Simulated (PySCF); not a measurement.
# A gas-phase reaction: CH5AlOS + ClH → CH4AlClO + H2S

Aim: the reaction energy of `[CH3][Al]([OH])[SH]` + `Cl` → `[CH3][Al]([OH])[Cl]` + `S`.

Computed with PySCF 2.14.0; each step states its level. No surroundings beyond the atoms listed, unless a continuum is named. Atoms count from 0, parts from 1.

## Step 1: Starting point

Each species was relaxed by itself at PBE0-D3(BJ)/def2-SVPD.

## Step 2: Reaction energy: wB97M-D3(BJ)/def2-TZVPD

The job: settings as JSON, then the geometry in Å.

```
{"job": {"kind": "react", "xc": "wB97M-D3(BJ)", "basis": "def2-TZVPD"}, "charge": 0, "multiplicity": 1}
-1 CH5AlOS charge 0 multiplicity 1
C      0.249960     0.467420    -1.292520
Al    -0.157310     0.005670     0.545150
O     -0.776500     1.213970     1.591700
S      0.111420    -2.002850     1.401740
H      0.952460     1.314750    -1.333010
H      0.690090    -0.366100    -1.858920
H     -0.662580     0.787630    -1.820380
H     -0.990370     1.109400     2.518040
H      0.582270    -2.530870     0.249110

-1 ClH charge 0 multiplicity 1
Cl     0.644620     0.011750    -0.002530
H     -0.643390    -0.010620     0.003380

+1 CH4AlClO charge 0 multiplicity 1
C      0.863750     0.870130    -0.438990
Al    -0.532380    -0.385260     0.011210
O     -0.443030    -1.293640     1.455360
Cl    -2.230140    -0.680790    -1.229150
H      0.714110     1.818320     0.102130
H      1.850310     0.483460    -0.141620
H      0.885400     1.102420    -1.513210
H     -1.107460    -1.913260     1.757100

+1 H2S charge 0 multiplicity 1
S     -0.011050     0.615410    -0.005720
H     -0.979400    -0.325160     0.001940
H      0.970330    -0.311510     0.005910
```

Method: wB97M-D3(BJ)/def2-TZVPD reaction energy of separated species, gas phase.

Run with:

```bash
$ OMP_NUM_THREADS=1 python cluster_run.py task.json out
```

One launch serves the whole session: the jobs run in the order shown.

Log:

```text
species 1 (CH5AlOS)
coarse grid: 35392 points
cycle   1  E = -757.1342710505  dE =  1.275e-01  |g| = 7.673e-01  |ddm| = 2.463e+00
cycle   2  E = -757.1091436956  dE =  2.513e-02  |g| = 9.268e-01  |ddm| = 1.221e+00
cycle   3  E = -757.2563321360  dE = -1.472e-01  |g| = 6.544e-02  |ddm| = 6.003e-01
cycle   4  E = -757.2574787323  dE = -1.147e-03  |g| = 2.728e-02  |ddm| = 9.628e-02
cycle   5  E = -757.2576893683  dE = -2.106e-04  |g| = 5.074e-03  |ddm| = 3.316e-02
cycle   6  E = -757.2577045126  dE = -1.514e-05  |g| = 1.474e-03  |ddm| = 1.123e-02
cycle   7  E = -757.2577057795  dE = -1.267e-06  |g| = 6.842e-04  |ddm| = 2.914e-03
final grid: 72912 points
cycle   8  E = -757.2577177060  dE = -1.952e-07  |g| = 5.769e-04  |ddm| = 4.249e-03
cycle   9  E = -757.2577177458  dE = -3.982e-08  |g| = 4.793e-04  |ddm| = 1.066e-03
cycle  10  E = -757.2577177999  dE = -5.408e-08  |g| = 5.056e-05  |ddm| = 3.744e-04
cycle  11  E = -757.2577178014  dE = -1.552e-09  |g| = 3.847e-05  |ddm| = 1.004e-04
cycle  12  E = -757.2577178020  dE = -5.964e-10  |g| = 4.615e-06  |ddm| = 7.276e-05
converged SCF energy = -757.2577178020

species 2 (ClH)
coarse grid: 8792 points
cycle   1  E = -460.8503332588  dE = -8.165e-02  |g| = 2.169e-01  |ddm| = 7.239e-01
cycle   2  E = -460.8625127879  dE = -1.218e-02  |g| = 1.397e-01  |ddm| = 2.651e-01
cycle   3  E = -460.8670521971  dE = -4.539e-03  |g| = 1.358e-02  |ddm| = 9.818e-02
cycle   4  E = -460.8670932805  dE = -4.108e-05  |g| = 3.364e-03  |ddm| = 9.545e-03
cycle   5  E = -460.8670995290  dE = -6.248e-06  |g| = 8.516e-04  |ddm| = 3.915e-03
final grid: 17120 points
cycle   6  E = -460.8670682035  dE = -3.715e-07  |g| = 3.675e-04  |ddm| = 8.888e-04
cycle   7  E = -460.8670682498  dE = -4.626e-08  |g| = 1.618e-04  |ddm| = 3.980e-04
cycle   8  E = -460.8670682564  dE = -6.574e-09  |g| = 4.220e-05  |ddm| = 1.295e-04
cycle   9  E = -460.8670682577  dE = -1.312e-09  |g| = 3.968e-06  |ddm| = 6.530e-05
cycle  10  E = -460.8670682577  dE = -1.251e-12  |g| = 8.163e-07  |ddm| = 3.310e-06
converged SCF energy = -460.8670682577

species 3 (CH4AlClO)
coarse grid: 32920 points
cycle   1  E = -818.5798584059  dE =  1.464e-01  |g| = 7.579e-01  |ddm| = 2.369e+00
cycle   2  E = -818.5563057006  dE =  2.355e-02  |g| = 9.088e-01  |ddm| = 1.178e+00
cycle   3  E = -818.6959802278  dE = -1.397e-01  |g| = 6.461e-02  |ddm| = 5.702e-01
cycle   4  E = -818.6970137233  dE = -1.033e-03  |g| = 2.837e-02  |ddm| = 9.722e-02
cycle   5  E = -818.6972053341  dE = -1.916e-04  |g| = 4.335e-03  |ddm| = 3.162e-02
cycle   6  E = -818.6972182184  dE = -1.288e-05  |g| = 1.296e-03  |ddm| = 1.099e-02
cycle   7  E = -818.6972191076  dE = -8.892e-07  |g| = 6.004e-04  |ddm| = 2.524e-03
final grid: 67544 points
cycle   8  E = -818.6971417209  dE = -1.943e-07  |g| = 5.230e-04  |ddm| = 4.881e-03
cycle   9  E = -818.6971417489  dE = -2.806e-08  |g| = 4.297e-04  |ddm| = 9.290e-04
cycle  10  E = -818.6971417911  dE = -4.215e-08  |g| = 4.564e-05  |ddm| = 3.341e-04
cycle  11  E = -818.6971417918  dE = -7.428e-10  |g| = 3.060e-05  |ddm| = 7.382e-05
converged SCF energy = -818.6971417918

species 4 (H2S)
coarse grid: 11264 points
cycle   1  E = -399.4336013857  dE = -1.424e-01  |g| = 1.945e-01  |ddm| = 1.016e+00
cycle   2  E = -399.4459454217  dE = -1.234e-02  |g| = 1.106e-01  |ddm| = 2.399e-01
cycle   3  E = -399.4491447319  dE = -3.199e-03  |g| = 1.578e-02  |ddm| = 9.278e-02
cycle   4  E = -399.4492190733  dE = -7.434e-05  |g| = 4.851e-03  |ddm| = 1.790e-02
cycle   5  E = -399.4492313104  dE = -1.224e-05  |g| = 9.336e-04  |ddm| = 7.536e-03
cycle   6  E = -399.4492320415  dE = -7.312e-07  |g| = 1.776e-04  |ddm| = 2.124e-03
final grid: 22496 points
cycle   7  E = -399.4492196978  dE = -2.325e-08  |g| = 1.134e-04  |ddm| = 6.083e-04
cycle   8  E = -399.4492197007  dE = -2.978e-09  |g| = 6.804e-05  |ddm| = 1.502e-04
cycle   9  E = -399.4492197015  dE = -7.668e-10  |g| = 8.740e-06  |ddm| = 5.992e-05
converged SCF energy = -399.4492197015

Reaction energy = -13.292 kcal/mol
```

Run time: 48 s. Hardware: 1 thread of Arm Neoverse N1, shared host; peak memory 0.77 GiB.

Species by species (with the dispersion term, which the log's SCF energies lack):

```tsv
ν	species	energy (Eh)	HOMO (eV)
-1	[CH3][Al]([OH])[SH]	-757.26537	-9.89
-1	Cl	-460.86761	-11.93
+1	[CH3][Al]([OH])[Cl]	-818.70360	-11.10
+1	S	-399.45056	-9.89
```

## Step 3: Energies of the species: PBE0-D3(BJ)/def2-TZVPD

Settings changed since step 2:

```diff
@@ -1,2 +1,2 @@
-{"job": {"kind": "react", "xc": "wB97M-D3(BJ)", "basis": "def2-TZVPD"}, "charge": 0, "multiplicity": 1}
+{"job": {"kind": "react", "xc": "PBE0", "basis": "def2-TZVPD", "disp": "d3bj"}, "charge": 0, "multiplicity": 1}
 -1 CH5AlOS charge 0 multiplicity 1
```

Level: PBE0-D3(BJ)/def2-TZVPD reaction energy of separated species, gas phase.

Log:

```text
species 1 (CH5AlOS)
coarse grid: 8520 points
cycle   1  E = -756.6181811449  dE =  1.398e-01  |g| = 8.606e-01  |ddm| = 2.623e+00
cycle   2  E = -756.3152959092  dE =  3.029e-01  |g| = 1.502e+00  |ddm| = 1.637e+00
cycle   3  E = -756.7580496432  dE = -4.428e-01  |g| = 1.671e-01  |ddm| = 1.057e+00
cycle   4  E = -756.7640513482  dE = -6.002e-03  |g| = 5.747e-02  |ddm| = 1.818e-01
cycle   5  E = -756.7647804427  dE = -7.291e-04  |g| = 8.398e-03  |ddm| = 4.894e-02
cycle   6  E = -756.7647966522  dE = -1.621e-05  |g| = 3.950e-03  |ddm| = 1.317e-02
cycle   7  E = -756.7648000407  dE = -3.389e-06  |g| = 6.946e-04  |ddm| = 3.961e-03
final grid: 72912 points
cycle   8  E = -756.7626148105  dE = -2.934e-05  |g| = 7.781e-03  |ddm| = 8.193e-02
cycle   9  E = -756.7626045320  dE =  1.028e-05  |g| = 1.019e-02  |ddm| = 1.297e-02
cycle  10  E = -756.7626260201  dE = -2.149e-05  |g| = 1.320e-03  |ddm| = 7.722e-03
cycle  11  E = -756.7626262879  dE = -2.679e-07  |g| = 3.315e-04  |ddm| = 1.077e-03
cycle  12  E = -756.7626263146  dE = -2.670e-08  |g| = 6.419e-05  |ddm| = 3.036e-04
cycle  13  E = -756.7626263156  dE = -9.534e-10  |g| = 1.307e-05  |ddm| = 6.752e-05
converged SCF energy = -756.7626263156

species 2 (ClH)
coarse grid: 2248 points
cycle   1  E = -460.6537836405  dE = -4.644e-02  |g| = 1.882e-01  |ddm| = 7.411e-01
cycle   2  E = -460.6558523891  dE = -2.069e-03  |g| = 1.902e-01  |ddm| = 3.151e-01
cycle   3  E = -460.6653811855  dE = -9.529e-03  |g| = 1.506e-02  |ddm| = 1.513e-01
cycle   4  E = -460.6654032426  dE = -2.206e-05  |g| = 2.693e-03  |ddm| = 7.323e-03
cycle   5  E = -460.6654047904  dE = -1.548e-06  |g| = 1.111e-03  |ddm| = 2.553e-03
final grid: 17120 points
cycle   6  E = -460.6658903181  dE = -4.429e-06  |g| = 2.164e-03  |ddm| = 7.334e-03
cycle   7  E = -460.6658903475  dE = -2.943e-08  |g| = 1.795e-03  |ddm| = 2.512e-03
cycle   8  E = -460.6658909655  dE = -6.179e-07  |g| = 1.533e-04  |ddm| = 1.363e-03
cycle   9  E = -460.6658909724  dE = -6.902e-09  |g| = 2.146e-05  |ddm| = 1.086e-04
cycle  10  E = -460.6658909725  dE = -9.970e-11  |g| = 4.934e-06  |ddm| = 1.680e-05
converged SCF energy = -460.6658909725

species 3 (CH4AlClO)
coarse grid: 7904 points
cycle   1  E = -818.0458473064  dE =  1.520e-01  |g| = 8.561e-01  |ddm| = 2.544e+00
cycle   2  E = -817.7635932976  dE =  2.823e-01  |g| = 1.471e+00  |ddm| = 1.579e+00
cycle   3  E = -818.1818981952  dE = -4.183e-01  |g| = 1.680e-01  |ddm| = 9.996e-01
cycle   4  E = -818.1878938045  dE = -5.996e-03  |g| = 5.299e-02  |ddm| = 1.772e-01
cycle   5  E = -818.1884813642  dE = -5.876e-04  |g| = 9.439e-03  |ddm| = 4.575e-02
cycle   6  E = -818.1885012801  dE = -1.992e-05  |g| = 3.624e-03  |ddm| = 1.267e-02
cycle   7  E = -818.1885039039  dE = -2.624e-06  |g| = 6.350e-04  |ddm| = 3.342e-03
final grid: 67544 points
cycle   8  E = -818.1859959747  dE = -3.039e-05  |g| = 7.042e-03  |ddm| = 1.008e-01
cycle   9  E = -818.1859855220  dE =  1.045e-05  |g| = 1.003e-02  |ddm| = 1.132e-02
cycle  10  E = -818.1860053021  dE = -1.978e-05  |g| = 1.213e-03  |ddm| = 6.901e-03
cycle  11  E = -818.1860055431  dE = -2.410e-07  |g| = 2.329e-04  |ddm| = 9.269e-04
cycle  12  E = -818.1860055558  dE = -1.264e-08  |g| = 5.538e-05  |ddm| = 2.335e-04
cycle  13  E = -818.1860055564  dE = -6.115e-10  |g| = 1.192e-05  |ddm| = 6.284e-05
converged SCF energy = -818.1860055564

species 4 (H2S)
coarse grid: 2864 points
cycle   1  E = -399.2518634216  dE = -9.250e-02  |g| = 1.630e-01  |ddm| = 1.023e+00
cycle   2  E = -399.2538576941  dE = -1.994e-03  |g| = 1.600e-01  |ddm| = 2.978e-01
cycle   3  E = -399.2614718672  dE = -7.614e-03  |g| = 1.497e-02  |ddm| = 1.477e-01
cycle   4  E = -399.2614864791  dE = -1.461e-05  |g| = 1.103e-03  |ddm| = 5.881e-03
cycle   5  E = -399.2614868594  dE = -3.804e-07  |g| = 6.136e-04  |ddm| = 1.717e-03
final grid: 22496 points
cycle   6  E = -399.2625175490  dE = -7.085e-06  |g| = 4.896e-03  |ddm| = 1.692e-02
cycle   7  E = -399.2625181817  dE = -6.327e-07  |g| = 3.960e-03  |ddm| = 6.698e-03
cycle   8  E = -399.2625211139  dE = -2.932e-06  |g| = 2.911e-04  |ddm| = 3.504e-03
cycle   9  E = -399.2625211416  dE = -2.777e-08  |g| = 3.582e-05  |ddm| = 2.357e-04
cycle  10  E = -399.2625211420  dE = -3.625e-10  |g| = 6.382e-06  |ddm| = 2.919e-05
converged SCF energy = -399.2625211420

Reaction energy = -12.256 kcal/mol
```

Run time: 24 s. Hardware: 1 thread of Arm Neoverse N1, shared host; peak memory 0.62 GiB.

Reaction energy at this level: -12.26 kcal/mol.

## Step 4: Comparing the runs

Energies in kcal/mol, with wall time:

```tsv
run	reaction	time
wB97M-D3(BJ)/def2-TZVPD	-13.29	48 s
PBE0-D3(BJ)/def2-TZVPD	-12.26	24 s
```

## Step 5: Results

| quantity | value |
| --- | --- |
| reaction energy (wB97M-D3(BJ)/def2-TZVPD) | -13.29 kcal/mol |
| ΔH, ΔG at 298 K (xTB thermal terms) | -12.7, -12.9 kcal/mol |
| range of the reaction energy over the runs of this table | -13.29 to -12.26 kcal/mol |

What this shows: The reaction is exothermic by 12.7 kcal/mol in the gas phase; dispersion gives +0.25, and xTB itself gave -20.96 for the electronic energy (xTB energies and thermal terms come from the earlier relaxation of each species, not shown). No barrier was sought. The reaction energy runs from -13.29 (wB97M-D3(BJ)/def2-TZVPD) to -12.26 kcal/mol (PBE0-D3(BJ)/def2-TZVPD).
